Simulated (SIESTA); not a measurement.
The system is BPt2.

```
Pt B
1.0
     2.92831    0.00000    0.00000
    -1.46416    2.53599    0.00000
     0.00000    0.00000   10.35722
Pt B
4 2
Direct
  0.66667 0.33333 0.11621
  0.33333 0.66667 0.88379
  0.33333 0.66667 0.61621
  0.66667 0.33333 0.38379
  0.33333 0.66667 0.25000
  0.66667 0.33333 0.75000
```

The cell comes from a database or a generator and needn't be the stable form of this composition.

```yaml
Program: SIESTA 5.4.2
Task: single point
Functional: PBEsol
Potentials_or_basis: PseudoDojo 0.4 standard (PBEsol files)
Basis: DZP (energy shift 0.003 Ry; two zetas on semicore shells)
Grid_cutoff: 800 Ry
Energy_shift: 0.003 Ry
k_mesh: 10 × 10 × 3
Occupations: fermi-dirac, width 0.05 eV
Spin: no spin polarisation
```

On this cell: pressure -1.8 GPa; largest force 0.373 eV/Å; band gap on the k mesh none (metal or under the smearing width).

The same run follows on a disturbed copy (atoms moved at random, drawn with an rms of 0.05 Å):

```
CELL_PARAMETERS angstrom
2.92831 0.00000 0.00000
-1.46416 2.53599 0.00000
0.00000 0.00000 10.35722
ATOMIC_POSITIONS crystal
Pt 0.66243 0.33433 0.12072
Pt 0.34054 0.68103 0.88322
Pt 0.34457 0.67160 0.61658
Pt 0.65900 0.31696 0.38908
B 0.33325 0.66488 0.25157
B 0.68131 0.34531 0.74926
```

Task: What changes?

Result: The energy (extrapolated to zero smearing) moves by +4.1 meV/atom; pressure -1.5 GPa; largest force 0.690 eV/Å; band gap on the k mesh none (metal or under the smearing width).

Forces on the atoms (eV/Å):
```
Pt   0.067 -0.018 -0.687
Pt   0.086 -0.008  0.662
Pt   0.011  0.063 -0.240
Pt   0.006  0.111 -0.109
B   -0.072 -0.084  0.260
B   -0.099 -0.064  0.114
```

Stress tensor (GPa, compression positive):
```
-2.12  0.00  0.04
 0.00 -1.95  0.04
 0.04  0.04 -0.34
```

Caveats: short orbitals over semicore shells can move pressures by several GPa; the basis of atomic orbitals isn't converged, which shifts pressures, moduli and gaps.
